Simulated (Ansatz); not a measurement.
**USx+LYPc/def2-SV(P) run of CH5Ge (SMILES [CH3][GeH2])**

What is the adiabatic doublet–quartet gap of CH5Ge at USx+LYPc/def2-SV(P)? 

The results are computed with Ansatz 0.2.0.

3 further runs of the same task are left out: 1 that didn't finish, 2 set aside as unsound or not needed.

## (1) The system as given

The species is CH5Ge (7 atoms), meant as a doublet with charge 0. SMILES: `[CH3][GeH2]`. The coordinates come from a PBE0-D4/def2-TZVP relaxation. The run starts from this shape.

Bond lengths: C1–Ge2 1.960 Å, C1–H3 1.090 Å, C1–H4 1.090 Å, C1–H5 1.093 Å, Ge2–H6 1.546 Å, Ge2–H7 1.546 Å. Angles: C1–Ge2–H6 111.3°, C1–Ge2–H7 111.3°, Ge2–C1–H3 110.3°, Ge2–C1–H4 110.3°, Ge2–C1–H5 109.7°, H6–Ge2–H7 109.5°, H3–C1–H4 109.0°, H3–C1–H5 108.8°, H4–C1–H5 108.8°.

## (2) A structure relaxation at USx+LYPc/def2-SV(P)

run.yaml reads:

```yaml
crystal:
  periodic: [false, false, false]
  atoms:
    - symbol: C
      position_ang: [-0.247600, -0.809300, -0.206400]
    - symbol: Ge
      position_ang: [0.396000, 0.824800, 0.663000]
    - symbol: H
      position_ang: [-1.153200, -1.166400, 0.283800]
    - symbol: H
      position_ang: [0.513100, -1.588100, -0.157000]
    - symbol: H
      position_ang: [-0.473200, -0.603400, -1.255600]
    - symbol: H
      position_ang: [-0.673100, 1.940800, 0.621200]
    - symbol: H
      position_ang: [1.699200, 1.333700, 0.005300]
basis:
  gaussian:
    orbitals: def2-SV_P_.json
relax:
  f_tol: 0.001
hamiltonian:
  xc:
    text: |
      exchange = slater_x
      correlation = lyp_c
  pseudopotentials: {relativity: none}
magnetization:
  spin_polarized: true
  initial_magnetization: 1
output: {orbitals: {seedname: orbitals}}
```

The basis set def2-SV(P) is read from a file made from the Basis Set Exchange's data (not shown).

On the command line:

```bash
$ ansatz run run.yaml --threads 1 --pin off --max-ram 2610MiB --events-out events.jsonl --progress --plain --runs-dir runs
```

Output (excerpt; [...] marks lines left out):

```text
Warning: RAYON_NUM_THREADS=1 ignored (pool sized by the plan → 1); use --threads N
[...]
Functional definition: unnamed
[...]
759 factors; their error is unknown
[...]
mean field -57485.47246830 eV, -2112.5521481571 hartree, gradient 1.9e-5 eV, S^2 0.750593; 0 other end points of the search recorded, 0 dependent functions left out
[...]
reference -57485.47248899 eV, -2112.5521489175 hartree; 22, 21 occupied and 34, 35 virtual orbitals, 759 factors
relax step   1: F+E_penalty+E_count = -57485.47246830 eV  Δ(F+E_penalty+E_count) = +0.000e0 eV  max|allowed force component| = 9.504e-1 eV/Å  Δτ_max = 0.0000 Å  (25 SCF iters, accepted)
[...]
relax step   4: F+E_penalty+E_count = -57485.51381173 eV  Δ(F+E_penalty+E_count) = -6.466e-5 eV  max|allowed force component| = 5.909e-3 eV/Å  Δτ_max = 0.0025 Å  (21 SCF iters, accepted)
[...]
relax step   5: F+E_penalty+E_count = -57485.51381696 eV  Δ(F+E_penalty+E_count) = -5.228e-6 eV  max|allowed force component| = 6.505e-4 eV/Å  Δτ_max = 0.0006 Å  (18 SCF iters, accepted)
759 factors; their error is unknown
mean field -57485.51381696 eV, -2112.5536676925 hartree, gradient 5.9e-5 eV, S^2 0.750579; 1 other end points of the search recorded, 0 dependent functions left out
[...]
reference -57485.51383769 eV, -2112.5536684544 hartree; 22, 21 occupied and 34, 35 virtual orbitals, 759 factors
Total energy: -57485.51383769 eV, -2112.5536684544 hartree
Atom 0 at    -0.242648    -0.799756    -0.196854 Å, force    -0.000393    -0.000574    -0.000419 eV/Å
Atom 1 at     0.394561     0.814499     0.665921 Å, force     0.000212     0.000216    -0.000547 eV/Å
Atom 2 at    -1.173282    -1.168697     0.296165 Å, force     0.000335     0.000118    -0.000342 eV/Å
Atom 3 at     0.532179    -1.601615    -0.153112 Å, force    -0.000480     0.000208     0.000087 eV/Å
Atom 4 at    -0.470270    -0.581194    -1.271154 Å, force     0.000302    -0.000356     0.000651 eV/Å
Atom 5 at    -0.687778     1.940462     0.619039 Å, force     0.000199     0.000078     0.000362 eV/Å
Atom 6 at     1.708438     1.328401    -0.005705 Å, force    -0.000174     0.000310     0.000209 eV/Å
Dipole moment:    -0.072170    -0.161224    -0.118644 e Å
```

Run time: 11 s. Hardware: 1 thread of Arm Neoverse V1, shared host; peak memory 0.12 GiB.

The path in brief:

```
step  energy from the first frame kept (eV)  largest force (eV/Å)
   1                                 0.0000                1.1530
   2                                -0.0379                0.3987
   3                                -0.0413                0.0488
   4                                -0.0413                0.0070
   5                                -0.0413                0.0008
```

After the run. Bond lengths: C1–Ge2 1.938 Å, C1–H3 1.116 Å, C1–H4 1.116 Å, C1–H5 1.120 Å, Ge2–H6 1.563 Å, Ge2–H7 1.563 Å. Angles: C1–Ge2–H6 111.0°, C1–Ge2–H7 111.0°, Ge2–C1–H3 110.7°, Ge2–C1–H4 110.7°, Ge2–C1–H5 109.4°, H6–Ge2–H7 109.4°, H3–C1–H4 108.9°, H3–C1–H5 108.6°, H4–C1–H5 108.6°.

## (3) The quartet, same level

Edit run.yaml of step 2 so:

```diff
@@ -29,4 +29,4 @@
 magnetization:
-  spin_polarized: true
-  initial_magnetization: 1
+  spin_polarized: false
+  initial_magnetization: 3
 output: {orbitals: {seedname: orbitals}}
```

The basis set def2-SV(P) is read from a file made from the Basis Set Exchange's data (not shown).

On the command line:

```bash
$ ansatz run run.yaml --threads 1 --pin off --max-ram 2610MiB --events-out events.jsonl --progress --plain --runs-dir runs
```

Output (excerpt; [...] marks lines left out):

```text
Warning: RAYON_NUM_THREADS=1 ignored (pool sized by the plan → 1); use --threads N
[...]
[... 1 set-up line as earlier in the session ...]
[...]
759 factors; their error is unknown
[...]
mean field -57477.65834721 eV, -2112.2649845040 hartree, gradient 1.1e-5 eV, S^2 3.750000; 8 other end points of the search recorded, 0 dependent functions left out
[...]
reference -57477.65836940 eV, -2112.2649853193 hartree; 23, 20 occupied and 33, 36 virtual orbitals, 759 factors
relax step   1: F+E_penalty+E_count = -57477.65834721 eV  Δ(F+E_penalty+E_count) = +0.000e0 eV  max|allowed force component| = 3.510e0 eV/Å  Δτ_max = 0.0000 Å  (366 SCF iters, accepted)
[...]
relax step   6: F+E_penalty+E_count = -57480.84818932 eV  Δ(F+E_penalty+E_count) = -1.852e-1 eV  max|allowed force component| = 2.463e-1 eV/Å  Δτ_max = 0.1979 Å  (31 SCF iters, accepted)
[...]
mean field -57481.49418224 eV, -2112.4059488411 hartree, gradient 2.1e-5 eV, S^2 3.750000; 1 other end points of the search recorded, 0 dependent functions left out
[...]
reference -57481.49420516 eV, -2112.4059496835 hartree; 23, 20 occupied and 33, 36 virtual orbitals, 759 factors
Total energy: -57481.49420516 eV, -2112.4059496835 hartree
Atom 0 at    -0.157119    -0.531795    -0.205130 Å, force     0.000382     0.000162     0.000020 eV/Å
Atom 1 at    -0.152780     1.226106     0.652162 Å, force     0.000208    -0.000119    -0.000170 eV/Å
Atom 2 at    -1.196522    -0.913539    -0.029605 Å, force    -0.000495    -0.000273    -0.000044 eV/Å
Atom 3 at     0.577062    -1.231038     0.261753 Å, force    -0.000102     0.000165    -0.000070 eV/Å
Atom 4 at     0.032130    -0.466423    -1.303242 Å, force     0.000233    -0.000005     0.000192 eV/Å
Atom 5 at    -1.482758     1.702237     1.343522 Å, force    -0.000261     0.000129     0.000216 eV/Å
Atom 6 at     2.441188     0.146552    -0.765161 Å, force     0.000034    -0.000059    -0.000146 eV/Å
Dipole moment:    -0.042132    -0.244506    -0.104876 e Å
```

Run time: 54 s. Hardware: 1 thread of Arm Neoverse V1, shared host; peak memory 0.13 GiB.

Step by step:

```
step  energy from the first frame kept (eV)  largest force (eV/Å)
   1                                 0.0000                4.7138
   2                                -1.4321                3.4457
   3                                -2.1631                1.9923
   4                                -2.5684                1.9702
   5                                -3.0047                1.2961
   6                                -3.1898                0.3191
   7                                -3.2104                0.3984
   8                                -3.2401                0.3458
   9                                -3.2544                0.4171
  10                                -3.2765                0.5820
  11                                -3.4460                0.8773
  12                                -3.5837                0.9352
  13                                -3.6884                1.4221
  14                                -3.7624                1.3627
  15                                -3.7980                0.4294
  16                                -3.8083                0.2896
  17                                -3.8305                0.1679
  18                                -3.8355                0.0313
  19                                -3.8358                0.0173
  20                                -3.8358                0.0050
  21                                -3.8358                0.0092
  22                                -3.8358                0.0006
```

After the run. Bond lengths: C1–Ge2 1.956 Å, C1–H3 1.121 Å, C1–H4 1.116 Å, C1–H5 1.116 Å, Ge2–H6 1.573 Å. Angles: C1–Ge2–H6 117.6°, Ge2–C1–H3 103.9°, Ge2–C1–H4 112.2°, Ge2–C1–H5 112.2°, H3–C1–H4 109.3°, H3–C1–H5 109.3°, H4–C1–H5 109.7°.

## (4) What came out

Level: USx+LYPc/def2-SV(P).

| quantity | value |
| --- | --- |
| doublet: total energy at the end | -2112.55367 Eh |
| doublet: dipole moment | 1.02 D |
| doublet: HOMO energy (highest over α and β) | -4.21 eV |
| doublet: LUMO energy (lowest over α and β) | -3.24 eV |
| doublet: ⟨S²⟩ | 0.751 |
| quartet: total energy at the end | -2112.40595 Eh |
| quartet: dipole moment | 1.29 D |
| quartet: ⟨S²⟩ | 3.750 |
| adiabatic energy of the quartet above the doublet (no zero-point term) | 4.020 eV |

The adiabatic energy of the quartet above the doublet (no zero-point term) is 4.02 eV (388 kJ/mol). The second species lost a bond as it relaxed, so this leads to another structure. The optimisation (doublet) took 4 steps and changed the energy by -0.041 eV. The optimisation (quartet) took 21 steps and changed the energy by -3.836 eV. Bonds broke or formed on the way. Mulliken charges (quartet) run from -0.57 on C1 to +0.19 on H3.
